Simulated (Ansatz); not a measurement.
# H₅NOSn (built from SMILES [NH2][SnH2][OH]): search for a transition state

Is there a first-order saddle for this 1,2-elimination, which should form N2–H4 and break Sn1–N2, O3–H4, and which two structures does it connect?

Method: PBE0-D4, def2-SVP first, then def2-TZVP; program: Ansatz 0.2.0, Gaussian basis.

106 further runs of the same task are left out: 1 that didn't finish, 105 set aside as unsound or not needed.

**1. The system as given**

The guess: 8 atoms, charge 0, spin multiplicity 1.

Atoms are counted from 1 here; the program's logs count them from 0.

Bond lengths: Sn1–N2 2.189 Å, Sn1–O3 1.846 Å, Sn1–H4 2.144 Å, Sn1–H5 1.691 Å, Sn1–H6 1.691 Å, N2–H7 1.012 Å, N2–H8 1.012 Å. Angles: N2–Sn1–O3 73.4°, N2–Sn1–H4 35.5°, N2–Sn1–H5 109.7°, N2–Sn1–H6 109.6°, O3–Sn1–H4 37.9°, O3–Sn1–H5 122.8°, O3–Sn1–H6 122.9°, H4–Sn1–H5 123.0°, H4–Sn1–H6 122.9°, H5–Sn1–H6 109.9°, Sn1–N2–H7 122.5°, Sn1–N2–H8 122.5°, H7–N2–H8 107.2°.

Geometry (Å):

| atom | x (Å) | y (Å) | z (Å) |
| --- | --- | --- | --- |
| Sn1 | -1.0040 | 0.3537 | 0.2969 |
| N2 | 1.0383 | -0.3459 | -0.0670 |
| O3 | -0.8336 | 0.1476 | -1.5301 |
| H4 | 0.3971 | -0.2303 | -1.2172 |
| H5 | -0.9632 | 1.8633 | 1.0572 |
| H6 | -1.8193 | -0.7602 | 1.2740 |
| H7 | 1.3395 | -1.2856 | 0.1570 |
| H8 | 1.8451 | 0.2573 | 0.0292 |

Distances that are to change: N2–H4 1.32 Å, Sn1–N2 2.19 Å, O3–H4 1.32 Å.

**2. Relaxing the guess with the reacting distances held**

Input file hold/in.yaml:

```yaml
crystal:
  periodic: [false, false, false]
  atoms:
    - {symbol: Sn, position_ang: [-1.004000, 0.353700, 0.296900]}
    - {symbol: N, position_ang: [1.038300, -0.345900, -0.067000]}
    - {symbol: O, position_ang: [-0.833600, 0.147600, -1.530100]}
    - {symbol: H, position_ang: [0.397100, -0.230300, -1.217200]}
    - {symbol: H, position_ang: [-0.963200, 1.863300, 1.057200]}
    - {symbol: H, position_ang: [-1.819300, -0.760200, 1.274000]}
    - {symbol: H, position_ang: [1.339500, -1.285600, 0.157000]}
    - {symbol: H, position_ang: [1.845100, 0.257300, 0.029200]}
basis:
  gaussian: {orbitals: def2-SVP}
hamiltonian: {xc: pbe0, dispersion: d4}
relax: {f_tol: 0.04, max_steps: 150, escape_saddle: false, constraints: [{distance: [1, 3]}, {distance: [0, 1]}, {distance: [2, 3]}]}
```

Run with:

```
ansatz run in.yaml --threads 4 --pin off --events-out ev --progress --plain --max-ram 9574MiB
```

The runs that follow: Force constants to start from; Saddle search in the small basis; Saddle search in triple zeta; Vibrations at the point found; Relaxing after a step of 0.30 Å one way along the mode; Relaxing after a step of 0.30 Å the other way along the mode.

**Question.** What will these runs give? Wanted: imaginary mode; barrier from the start side; barrier from the end side; energy of the step; pairs that change; zero-point energy at the saddle.

The runs gave:

```
                       quantity                                        value
                 imaginary mode                                   1069i cm⁻¹
    barrier from the start side                                 155.2 kJ/mol
      barrier from the end side                                  20.9 kJ/mol
             energy of the step                                +134.3 kJ/mol
              pairs that change  N2–H4 formed, Sn1–N2 loosened, O3–H4 broken
zero-point energy at the saddle                                     1.352 eV
```

**Reading.** The point has a single imaginary mode (1069i cm⁻¹), as a transition state must. The two relaxations end on the structures that were planned. A bond meant to break is only loosened at the end: the products stay bound as an adduct. At PBE0-D4/def2-TZVP the electronic barrier is 155.2 kJ/mol, about 63 kT at 298 K, and the step runs 134.3 kJ/mol uphill. The barrier is thin enough for tunnelling; the leading (Wigner) term alone is a factor of 2.1 at 298 K. A step off the saddle overshot and began above it in energy, so the link to its end is likely but not proven. Lower complexes than these ends may exist.
